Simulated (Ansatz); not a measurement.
# O (hcp type): how the settings move a single-point run

How sensitive is a single-point run of O (hcp type) to its settings? A reference run comes first, then one run with altered input.

Method: reference: DFT, LDA, all-electron PAW with datasets made for the crystal, scalar-relativistic, in Ansatz 0.2.0.

### 1 Starting point

The structure is hexagonal, space group P6_3/mmc (No. 194). Conventional cell: a = 2.183 Å, b = 2.183 Å, c = 2.443 Å, α = 90.00°, β = 90.00°, γ = 120.00°. O (site symmetry -6m2) is surrounded by 6 O at 1.76 Å.

Structure file:

```
CELL_PARAMETERS angstrom
2.18255 0.00000 0.00000
-1.09127 1.89014 0.00000
0.00000 0.00000 2.44331
ATOMIC_POSITIONS crystal
O 0.33333 0.66667 0.25000
O 0.66667 0.33333 0.75000
```

### 2 Baseline

Input file input.yaml:

```yaml
crystal:
  lattice:
    - [2.1825469823, 0.0, 0.0]
    - [-1.0912734912, 1.8901411317, 0.0]
    - [0.0, 0.0, 2.4433094643]
  atoms:
    - { symbol: O, position: [0.3333333333, 0.6666666667, 0.25] }
    - { symbol: O, position: [0.6666666667, 0.3333333333, 0.75] }
kpoints:
  mp_grid: { grid: [19, 19, 11] }
scf:
  occupations: { method: fermi_dirac, width: 0.1 }
hamiltonian:
  xc: lda
  pseudopotentials: { kind: all_electron, datasets: crystal }
output:
  forces: true
  stress: true
  eigenvalues: true
```

The run is started by

```console
$ ansatz run input.yaml --threads 1 --pin off --max-ram 2048MiB --backend cpu --events-out ev --progress --plain --runs-dir out
```

### 3 Changed: mp_grid.grid [28, 28, 16]

Edit input.yaml of step 2 so:

```diff
@@ -9,3 +9,3 @@
 kpoints:
-  mp_grid: { grid: [19, 19, 11] }
+  mp_grid: { grid: [28, 28, 16] }
 scf:
```

**Question.** What will these runs give? Wanted: for each run, ending; energy change; pressure; gap; force.

As calculated:

```csv
run,ending,energy change,pressure (GPa),gap (eV),force (eV/Å),cycles,time
reference,converged,0,164.9,0.00,0.00,6,16 s
"1: mp_grid.grid [28, 28, 16]",converged,+2.6 meV/atom,165.2,0.00,0.00,6,46 s
```

Residual by cycle in the longest SCF loop of each run; runs are numbered as in the table. The quantity is the density residual dr2, in eV.

```csv
cycle,reference,run 1
1,0.215,0.214
2,0.0529,0.0523
3,3.5e-4,3.5e-4
4,2.7e-5,2.7e-5
5,3.2e-8,4.2e-8
6,6.0e-9,1.4e-8
```

Changing the k-point mesh moves the energy by +2.6 meV/atom. Sampling errors of the energy have no fixed sign. Cost: 46 s against 16 s. Semilocal functionals close small gaps, so the missing gap need not be the real solid's. The structure is not at rest: the sound run finds 165 GPa, so these are no properties of the relaxed crystal. 
